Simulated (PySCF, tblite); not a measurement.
# C7H14N3+: geometry, infrared bands and NMR shifts

Aim: predict the infrared bands and NMR shifts of C7H14N3+ (`CCc1c(C)n(C)n[n+]1C`).

The runs use tblite 0.8.0 and PySCF 2.14.0, with density-fitted response routines of our own; the level of theory stands in each step. All values are computed, except where a source is named. Atoms count from 0, in the outputs and in this text.

## Step 1: Starting geometry

24 atoms, charge 1, multiplicity 1; geometry from: force field or distance geometry start.

Bonds of the start (Å): C0–C1 1.53, C1–C2 1.47, C2–C3 1.39, C3–C4 1.48, C3–N5 1.40, N5–C6 1.46, N5–N7 1.33, N7–N8 1.32, N8–C9 1.45, N8–C2 1.40, C0–H10 1.08, C0–H11 1.10, C0–H12 1.10, C1–H13 1.09, C1–H14 1.08, C4–H15 1.09, C4–H16 1.09, C4–H17 1.09, C6–H18 1.10, C6–H19 1.08, C6–H20 1.10, C9–H21 1.09, C9–H22 1.10, C9–H23 1.09.

## Step 2: Optimising the geometry with GFN2-xTB

Job settings and geometry (Å):

```
{"job": {"kind": "relax", "xc": "GFN2-xTB", "basis": "xTB"}, "charge": 1, "multiplicity": 1}
C      2.535700    -0.789000     0.801700
C      1.908400    -0.113400    -0.424900
C      0.482200     0.150900    -0.218700
C     -0.648800    -0.613400    -0.470600
C     -0.815200    -1.989500    -0.982200
N     -1.718700     0.201800    -0.078900
C     -3.143100    -0.130700    -0.131800
N     -1.359000     1.395900     0.380200
N     -0.041700     1.350800     0.288600
C      0.686400     2.530000     0.714500
H      3.589200    -0.976600     0.633400
H      2.425800    -0.160100     1.695500
H      2.037300    -1.743700     1.026000
H      2.440200     0.818700    -0.633800
H      2.035000    -0.752400    -1.291300
H     -1.366500    -1.951500    -1.921700
H      0.159700    -2.451600    -1.161600
H     -1.370700    -2.601500    -0.270600
H     -3.331000    -0.982700     0.537000
H     -3.406100    -0.387500    -1.150700
H     -3.749900     0.724100     0.205100
H      0.018600     3.269100     1.165600
H      1.451500     2.248900     1.458700
H      1.169100     2.973100    -0.161900
```

Run with:

```console
$ OMP_NUM_THREADS=1 python probes_run.py task.json out
```

The driver reads the jobs from task.json and runs them one after another.

**Question.** This job is followed by: GFN2-xTB harmonic vibrations, gas phase; GIAO PBE0/pcSseg-1 NMR shielding, non-relativistic, gas phase. Predict these results of the whole session: strongest single infrared mode (GFN2-xTB); zero-point energy (GFN2-xTB); ¹³C shifts against TMS (PBE0/pcSseg-1); ¹H shifts against TMS (PBE0/pcSseg-1, means over atoms taken as alike); ¹⁵N shifts against NH3 (PBE0/pcSseg-1).

**Answer**, as computed:

| quantity | value |
| --- | --- |
| strongest single infrared mode (GFN2-xTB) | 1340 cm⁻¹, 147 km/mol |
| zero-point energy (GFN2-xTB) | 130.0 kcal/mol |
| ¹³C shifts against TMS (PBE0/pcSseg-1) | 151.8, 145.5, 36.9, 36.8, 20.5, 15.7, 9.7 ppm |
| ¹H shifts against TMS (PBE0/pcSseg-1, means over atoms taken as alike) | 4.44, 4.37, 3.03, 2.69, 1.43 ppm |
| ¹⁵N shifts against NH3 (PBE0/pcSseg-1) | 384.3, 267.1, 264.2 ppm |

What this shows: Over 48 steps the energy fell by 0.292 eV; of the close pairs, C2–N8 changed most, 1.404 to 1.355 Å. All 66 modes are real, so the xTB geometry is a minimum. The strongest single mode, at 1340 cm⁻¹, has its largest shares on N7, N5 and N8 (the list is cut at 3 atoms). GFN2-xTB is a fitted tight-binding method: band positions and strengths are rough. Its intensities can rank the bands wrongly. At PBE0/pcSseg-1: The widest tensor belongs to N7: span 439 ppm, with a paramagnetic part of -430 ppm. NICS(1)zz of -28 ppm above the planar ring from C2 marks a diatropic (aromatic) ring current. By nearest atom (PBE0/pcSseg-1), the HOMO sits on C2, C3 about 25 % each; N7 24 % and the LUMO on N7 36 %; N5, N8 about 19 % each.
